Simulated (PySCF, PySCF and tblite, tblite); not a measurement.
# C₆H₁₁GeNO: conformers and averaged spectra, part 2 of 2

PySCF and tblite. Atoms count from 0.

## 4. Single-point energy, conformer 1: B3LYP/def2-SVP in acetone

What the job is given:

```
{"job": {"xc": "B3LYP", "basis": "def2-SVP", "solvent": "acetone", "kind": "sp"}, "charge": 0, "multiplicity": 1}
C     -1.811689    -1.402817     0.648192
C     -1.851858     0.121994     0.507208
C     -2.847842     0.549435    -0.574043
C     -0.526702     0.624030     0.182984
C      0.564650     1.048982    -0.109902
Ge     2.326719     1.590198    -0.570561
C      3.436636    -0.063359    -0.798285
N      2.769884    -1.214564    -0.599880
O      4.608477    -0.014151    -1.091624
H     -1.510294    -1.861629    -0.291733
H     -2.796868    -1.778273     0.915436
H     -1.106003    -1.698720     1.421927
H     -2.155470     0.560120     1.466296
H     -2.560076     0.133885    -1.537501
H     -2.873371     1.633068    -0.661174
H     -3.845330     0.194601    -0.324428
H      2.865740     2.482013     0.508760
H      2.270525     2.404415    -1.829529
H      3.243410    -2.101512    -0.689629
H      1.794314    -1.197038    -0.350827
```

The program printed:

```text
coarse grid: 75992 points
cycle   1  E = -2441.5244295938  dE =  5.109e-01  |g| = 1.008e+00  |ddm| = 5.010e+00
cycle   2  E = -2440.9708992565  dE =  5.535e-01  |g| = 1.919e+00  |ddm| = 2.799e+00
cycle   3  E = -2441.6983461631  dE = -7.274e-01  |g| = 3.398e-01  |ddm| = 2.096e+00
cycle   4  E = -2441.7212301337  dE = -2.288e-02  |g| = 8.749e-02  |ddm| = 3.585e-01
cycle   5  E = -2441.7223048292  dE = -1.075e-03  |g| = 4.574e-02  |ddm| = 1.034e-01
cycle   6  E = -2441.7227834516  dE = -4.786e-04  |g| = 1.326e-02  |ddm| = 4.649e-02
cycle   7  E = -2441.7228234520  dE = -4.000e-05  |g| = 4.715e-03  |ddm| = 1.583e-02
cycle   8  E = -2441.7228285779  dE = -5.126e-06  |g| = 7.727e-04  |ddm| = 4.126e-03
final grid: 161584 points
cycle   9  E = -2441.7227837554  dE =  1.229e-07  |g| = 1.245e-03  |ddm| = 3.478e-03
cycle  10  E = -2441.7227829633  dE =  7.921e-07  |g| = 2.377e-03  |ddm| = 2.965e-03
cycle  11  E = -2441.7227840088  dE = -1.045e-06  |g| = 2.931e-04  |ddm| = 2.009e-03
cycle  12  E = -2441.7227840231  dE = -1.436e-08  |g| = 3.331e-05  |ddm| = 2.772e-04
cycle  13  E = -2441.7227840234  dE = -2.419e-10  |g| = 1.270e-05  |ddm| = 3.870e-05
converged SCF energy = -2441.7227840234
```

Wall time 21 s (1 thread of Arm Neoverse V1, shared host); peak memory 1.1 GiB.

This run: HOMO -6.59 eV, LUMO -0.10 eV; dipole 5.86 D.

## 5. Shieldings, conformer 2: mPW1PW91/pcSseg-1 in acetone

What the job is given:

```
{"job": {"xc": "mPW1PW91", "basis": "pcSseg-1", "solvent": "acetone", "kind": "nmr", "pop": false}, "charge": 0, "multiplicity": 1}
C     -2.629646    -0.539799    -1.380463
C     -2.218822    -0.596299     0.093530
C     -2.681467     0.654852     0.844996
C     -0.775341    -0.721668     0.199361
C      0.425862    -0.809837     0.273645
Ge     2.304299    -0.875670     0.416426
C      3.089380     0.965828     0.555127
N      4.256101     1.138584    -0.095099
O      2.557987     1.842859     1.194362
H     -3.712418    -0.475652    -1.464306
H     -2.290156    -1.429447    -1.906311
H     -2.190257     0.332476    -1.859520
H     -2.673078    -1.481298     0.557324
H     -2.234649     1.543672     0.405253
H     -2.383804     0.603524     1.889611
H     -3.764526     0.744078     0.792448
H      2.872050    -1.605731    -0.784719
H      2.647922    -1.702605     1.625026
H      4.725694     2.031931    -0.062449
H      4.669721     0.390880    -0.625070
```

The program printed:

```text
coarse grid: 75992 points
cycle   1  E = -2441.8262981601  dE =  5.210e-01  |g| = 1.224e+00  |ddm| = 4.548e+00
cycle   2  E = -2441.3785639146  dE =  4.477e-01  |g| = 1.915e+00  |ddm| = 2.438e+00
cycle   3  E = -2441.9983969450  dE = -6.198e-01  |g| = 4.134e-01  |ddm| = 1.872e+00
cycle   4  E = -2442.0277697685  dE = -2.937e-02  |g| = 9.527e-02  |ddm| = 3.116e-01
cycle   5  E = -2442.0289747770  dE = -1.205e-03  |g| = 2.926e-02  |ddm| = 9.312e-02
cycle   6  E = -2442.0291393308  dE = -1.646e-04  |g| = 1.113e-02  |ddm| = 2.664e-02
cycle   7  E = -2442.0291627376  dE = -2.341e-05  |g| = 4.649e-03  |ddm| = 1.050e-02
cycle   8  E = -2442.0291677160  dE = -4.978e-06  |g| = 9.415e-04  |ddm| = 3.657e-03
final grid: 161584 points
cycle   9  E = -2442.0291613598  dE =  2.673e-07  |g| = 1.569e-03  |ddm| = 3.086e-03
cycle  10  E = -2442.0291599229  dE =  1.437e-06  |g| = 2.993e-03  |ddm| = 3.053e-03
cycle  11  E = -2442.0291618379  dE = -1.915e-06  |g| = 2.967e-04  |ddm| = 2.081e-03
cycle  12  E = -2442.0291618526  dE = -1.469e-08  |g| = 2.613e-05  |ddm| = 2.030e-04
cycle  13  E = -2442.0291618527  dE = -1.146e-10  |g| = 1.673e-05  |ddm| = 3.373e-05
converged SCF energy = -2442.0291618527

GIAO shielding tensors (ppm)
atom      isotropic    diamagn.    paramagn.     s11        s22        s33       span
  0 C      161.675     248.442     -86.767    146.133    153.057    185.835     39.702
  1 C      161.876     248.843     -86.967    153.075    159.781    172.772     19.697
  2 C      161.646     248.885     -87.239    145.975    153.278    185.685     39.710
  3 C       58.256     272.826    -214.569    -55.579    -45.526    275.875    331.453
  4 C      109.849     272.109    -162.260     30.862     37.812    260.873    230.010
  5 Ge    1568.954    2756.536   -1187.582   1488.048   1594.874   1623.942    135.894
  6 C        6.616     253.144    -246.528    -71.461      1.471     89.836    161.297
  7 N      124.437     321.720    -197.283     -1.020    146.311    228.019    229.039
  8 O     -104.202     406.592    -510.794   -438.096   -173.341    298.831    736.927
  9 H       30.543      29.155       1.388     26.097     27.940     37.592     11.495
 10 H       30.273      30.559      -0.286     25.974     28.403     36.443     10.469
 11 H       30.613      31.582      -0.969     27.598     29.245     34.997      7.398
 12 H       28.995      30.767      -1.772     25.290     27.047     34.648      9.358
 13 H       30.582      32.014      -1.431     27.654     29.152     34.941      7.287
 14 H       30.229      31.160      -0.931     26.052     28.387     36.247     10.195
 15 H       30.527      29.529       0.998     26.066     27.953     37.563     11.497
 16 H       27.127      30.264      -3.137     20.044     23.126     38.211     18.167
 17 H       27.283      28.782      -1.499     20.409     22.935     38.506     18.098
 18 H       25.909      26.811      -0.902     20.343     22.735     34.650     14.307
 19 H       25.700      29.630      -3.931     20.890     25.058     31.151     10.260
```

Wall time 52 s (1 thread of Arm Neoverse V1, shared host); peak memory 1.3 GiB.

This run: HOMO -7.18 eV, LUMO -0.16 eV; dipole 3.66 D.

## 6. Single-point energy, conformer 2: B3LYP/def2-SVP in acetone

Changed since step 5:

```diff
@@ -1,2 +1,2 @@
-{"job": {"xc": "mPW1PW91", "basis": "pcSseg-1", "solvent": "acetone", "kind": "nmr", "pop": false}, "charge": 0, "multiplicity": 1}
+{"job": {"xc": "B3LYP", "basis": "def2-SVP", "solvent": "acetone", "kind": "sp"}, "charge": 0, "multiplicity": 1}
 C     -2.629646    -0.539799    -1.380463
```

The program printed:

```text
coarse grid: 75992 points
cycle   1  E = -2441.5200564951  dE =  5.139e-01  |g| = 1.013e+00  |ddm| = 5.022e+00
cycle   2  E = -2440.9120817535  dE =  6.080e-01  |g| = 1.978e+00  |ddm| = 3.002e+00
cycle   3  E = -2441.6985931598  dE = -7.865e-01  |g| = 3.330e-01  |ddm| = 2.289e+00
cycle   4  E = -2441.7199654212  dE = -2.137e-02  |g| = 9.231e-02  |ddm| = 3.591e-01
cycle   5  E = -2441.7213778443  dE = -1.412e-03  |g| = 3.609e-02  |ddm| = 1.025e-01
cycle   6  E = -2441.7216588246  dE = -2.810e-04  |g| = 1.176e-02  |ddm| = 3.719e-02
cycle   7  E = -2441.7216879413  dE = -2.912e-05  |g| = 5.254e-03  |ddm| = 1.494e-02
cycle   8  E = -2441.7216945118  dE = -6.571e-06  |g| = 8.163e-04  |ddm| = 4.556e-03
final grid: 161584 points
cycle   9  E = -2441.7216927021  dE =  1.797e-07  |g| = 1.373e-03  |ddm| = 3.939e-03
cycle  10  E = -2441.7216915446  dE =  1.158e-06  |g| = 2.745e-03  |ddm| = 3.490e-03
cycle  11  E = -2441.7216930462  dE = -1.502e-06  |g| = 2.745e-04  |ddm| = 2.374e-03
cycle  12  E = -2441.7216930589  dE = -1.275e-08  |g| = 3.649e-05  |ddm| = 2.752e-04
cycle  13  E = -2441.7216930592  dE = -2.838e-10  |g| = 1.537e-05  |ddm| = 4.264e-05
converged SCF energy = -2441.7216930592
```

Run time: 21 s. Hardware: 1 thread of Arm Neoverse V1, shared host; peak memory 1.1 GiB.

This run: HOMO -6.64 eV, LUMO -0.11 eV; dipole 3.46 D.

## 7. Averages: properties at mPW1PW91/pcSseg-1 in acetone

What the job is given:

```
{"job": {"study": "conf", "smiles": "CC(C)C#[C][GeH2][C](N)=O", "search": {"seed": 6589, "n_embed": 90, "ff_keep": 18, "window": 3.0, "nmax": 6, "temps": [180, 230, 298.15, 330, 400], "t_ref": 298.15, "order": 0.0005}, "level": {"nmr": {"xc": "mPW1PW91", "basis": "pcSseg-1", "solvent": "acetone"}, "sp": {"xc": "B3LYP", "basis": "def2-SVP", "solvent": "acetone"}}, "kind": "conf"}, "charge": 0, "multiplicity": 1}
C     -1.811689    -1.402817     0.648192
C     -1.851858     0.121994     0.507208
C     -2.847842     0.549435    -0.574043
C     -0.526702     0.624030     0.182984
C      0.564650     1.048982    -0.109902
Ge     2.326719     1.590198    -0.570561
C      3.436636    -0.063359    -0.798285
N      2.769884    -1.214564    -0.599880
O      4.608477    -0.014151    -1.091624
H     -1.510294    -1.861629    -0.291733
H     -2.796868    -1.778273     0.915436
H     -1.106003    -1.698720     1.421927
H     -2.155470     0.560120     1.466296
H     -2.560076     0.133885    -1.537501
H     -2.873371     1.633068    -0.661174
H     -3.845330     0.194601    -0.324428
H      2.865740     2.482013     0.508760
H      2.270525     2.404415    -1.829529
H      3.243410    -2.101512    -0.689629
H      1.794314    -1.197038    -0.350827
```

The program printed:

```text
conformer  sym    E(xTB)   E(DFT)   G(298.15 K)  weight  dipole/D
    1     C1      0.000    0.000    0.000   0.7829    5.864
    2     C1      1.262    1.336    0.760   0.2171    3.456

mean shielding (ppm) by class
class atoms           180 K      230 K   298.15 K      330 K      400 K
  0 C  0,2          161.714     161.71    161.705    161.703      161.7
  1 C  1            161.801    161.806    161.813    161.815     161.82
  2 C  3              57.47     57.523     57.593     57.622     57.674
  3 C  4             107.49     107.65     107.86    107.946    108.104
  4 Ge 5           1570.165   1570.083   1569.975   1569.931    1569.85
  5 C  6              7.141      7.105      7.058      7.039      7.004
  6 N  7            123.237    123.319    123.426    123.469    123.549
  7 O  8            -96.431    -96.959     -97.65    -97.933    -98.453
  8 H  9,10,11       30.414     30.417     30.421     30.423     30.426
  9 H  12            28.948     28.951     28.955     28.957      28.96
 10 H  16,17         27.404      27.39     27.373     27.366     27.352
 11 H  18,19         25.352     25.382     25.423     25.439     25.469
```

Wall time 2.7 min (1 thread of Arm Neoverse V1, shared host). This counts the runs that the step sums up.

The search (ETKDG and KDG, UFF, GFN2-xTB) embedded 90 structures, kept 5 distinct ones after the force field and 2 after xTB; 2 were carried on (window 3.0 kcal/mol at the search's own energies). Energies: B3LYP/def2-SVP in acetone with D3(BJ).

The conformers at 298 K:

```tsv
no.	group	mirror pair	ΔE xTB	ΔE DFT	ΔG	weight (%)	μ (D)	C4–Ge5–C6–O8 (°)	Ge5–C6–N7–H18 (°)	A, B, C (GHz)
1	C1	yes	0.00	0.00	0.00	78.3	5.86	-180	-180	2.18, 0.50, 0.43
2	C1	yes	1.26	1.34	0.76	21.7	3.46	39	-179	2.14, 0.48, 0.43
```

Energies in kcal/mol. ΔG holds xTB vibrations and rotation, symmetry numbers and mirror pairs.

Weights (%) by temperature:

```tsv
no.	180 K	230 K	298 K	330 K	400 K
1	92.9	86.5	78.3	74.9	68.7
2	7.1	13.5	21.7	25.1	31.3
```

How the weights hang on the way they are made:

```tsv
scheme	1	2	mean μ (D)
DFT free energy	78	22	5.34
DFT energy, symmetry counted	91	9	5.63
DFT energy alone	91	9	5.63
xTB energy, symmetry counted	89	11	5.61
xTB free energy	76	24	5.29
lowest conformer only	100	0	5.86
equal weights	50	50	4.66
```

Shifts against references run at the same level (¹³C TMS 187.0, ¹H TMS 31.74 ppm of shielding), by class of atoms, at 298 K:

```tsv
atoms	environment	no. 1	no. 2	average
C6	carbonyl carbon	179.8	180.3	179.9
C3	alkyne carbon	129.6	128.7	129.4
C4	alkyne carbon	79.7	77.1	79.1
C0, C2	methyl carbon	25.2	25.3	25.3
C1	propargylic sp3 CH	25.2	25.1	25.1
H18, H19	hydrogen on an amide-type nitrogen	6.42	5.94	6.32
H16, H17	hydrogen on a germanium bonded to 2 C	4.32	4.54	4.37
H12	hydrogen on a propargylic sp3 CH	2.80	2.75	2.79
H9, H10, H11 and 3 more	hydrogen on a methyl carbon	1.33	1.28	1.32
Ge5	germanium bonded to 2 C, 2 H	1570 (σ)	1569 (σ)	1570 (σ)
N7	amide-type nitrogen	123.1 (σ)	124.4 (σ)	123.4 (σ)
O8	amide-type carbonyl oxygen	-95.8 (σ)	-104.2 (σ)	-97.7 (σ)
```

Effective distances for nuclear Overhauser effects, ⟨r⁻⁶⟩^(−1/6) over all pairs of two classes (Å): H9···H12 2.60; H16···H18 3.82.

## 8. Summary of results

What follows sums up all 2 parts.

| quantity | value |
| --- | --- |
| conformers | 2; the first in weight is no. 1 (C1), 78 % at 298 K |
| root-mean-square dipole | 5.43 D |
| averaged ¹³C shifts (mPW1PW91/pcSseg-1 in acetone) | 179.9, 129.4, 79.1, 25.3, 25.1 ppm |
| averaged ¹H shifts (mPW1PW91/pcSseg-1 in acetone) | 6.32, 4.37, 2.79, 1.32 ppm |

In words: Conformer 1 leads with 78 % at 298 K, and its share goes from 93 % at 180 K to 69 % at 400 K. Among conformers over 5 %, H18, H19 differ by 0.49 ppm, while the average moves by 0.12 ppm from 180 to 400 K. Where an open-chain amide-type bond turns slowly on the NMR time scale, such averages don't hold. Protons on O, N, S or Se exchange and bind to solvent, so their values hold for the lone molecule only. Spin-orbit coupling is left out, which matters at and beside the heavy atoms.
